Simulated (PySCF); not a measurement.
# CoO2F: quintet, from a trigonal pyramidal start

Aim: relax CoO2F as a quintet from a trigonal pyramidal start, check by its vibrations whether the end is a minimum, and collect its spectrum and constants.

Program: PySCF 2.14.0. Level of theory: PBE0, basis Co def2-TZVP, O def2-TZVP, F def2-TZVP, no relativity, density fitting. These are calculated values, not measurements.

### Step 1. Where the work starts

4 atoms, charge 0, spin multiplicity 5.

Bond lengths: Co1–O2 1.600 Å, Co1–O3 1.600 Å, Co1–F4 1.750 Å. Angles: O2–Co1–O3 99.7°, O2–Co1–F4 99.8°, O3–Co1–F4 99.8°.

```xyz
4
charge 0 multiplicity 5
Co    0.0000    0.0000    0.0000
O    -0.7064    1.2234    0.7512
O    -0.7064   -1.2234    0.7512
F     1.5452    0.0000    0.8216
```

### Step 2. First SCF at the start

The steps below are one call of a driver around PySCF. For each, scf.py gives the equivalent set-up of the SCF; relaxations use the driver's own optimiser. After this first run the driver tries any further starts and a stability analysis.

The input, scf.py:

```python
from pyscf import gto, scf, dft
mol = gto.M(atom='''
Co     0.000000     0.000000     0.000000
O     -0.706400     1.223400     0.751200
O     -0.706400    -1.223400     0.751200
F      1.545200     0.000000     0.821600''',
    basis={'Co': 'def2-TZVP', 'O': 'def2-TZVP', 'F': 'def2-TZVP'},
    charge=0, spin=4)
mf = dft.UKS(mol, xc='PBE0')
mf.grids.atom_grid = (50, 194)
aux = {'Co': 'def2-universal-JKFIT', 'O': 'def2-universal-JKFIT', 'F': 'def2-universal-JKFIT'}
mf = mf.density_fit(auxbasis=aux)
mf.conv_tol = 1e-08
mf.diis_space = 10
mf.max_cycle = 60
mf.init_guess = 'minao'
mf.verbose = 4
mf.kernel()
```

The run is started by

```console
OMP_NUM_THREADS=4 python axn.py task.json out
```

Further steps of the session: Trigonal pyramidal start, quintet: relaxation; Vibrations and properties at this point; Following the imaginary mode; Vibrations and properties at this point.

What does the calculation give? Wanted: minimum; geometry; wavenumbers; dipole moment; highest occupied, lowest empty level; polar-tensor charge of Co1; zero-point energy; atomisation energy; ⟨S²⟩.

**Answer**, as computed:

```
                                          quantity                                                                                  value
                                           minimum                                                                            quintet, Cs
                                          geometry  Co–F 1.735 Å, Co–O 1.621 Å, Co–O 1.631 Å; F–Co–O 120.7°, F–Co–O 135.9°, O–Co–O 103.4°
                                wavenumbers (cm⁻¹)                             77 (a'), 176 (a''), 312 (a'), 582 (a'), 668 (a'), 825 (a')
                                     dipole moment                                                                                 0.47 D
highest occupied, lowest empty level (either spin)                                                                        -9.36, -5.49 eV
                        polar-tensor charge of Co1                                                                                +1.10 e
                                 zero-point energy                                                                            15.8 kJ/mol
                               entropy at 298.15 K                                                                        321.5 J/(mol K)
         atomisation energy (no zero-point energy)                                                                             980 kJ/mol
                                              ⟨S²⟩                                                                                  6.043
```

**Reading.** The molecule stays Cs, as typed, and the end point is a minimum. In the infrared the band at 668 cm⁻¹ (a', stretch) leads. Most of the spin sits on Co1 (Mulliken spin 2.18, against 4 for the whole molecule). The first SCF alone would have been 24 kJ/mol too high. Only this shape and spin were tried, so other structures or states may lie lower. One determinant may miss the lowest occupation of an open d or f shell.
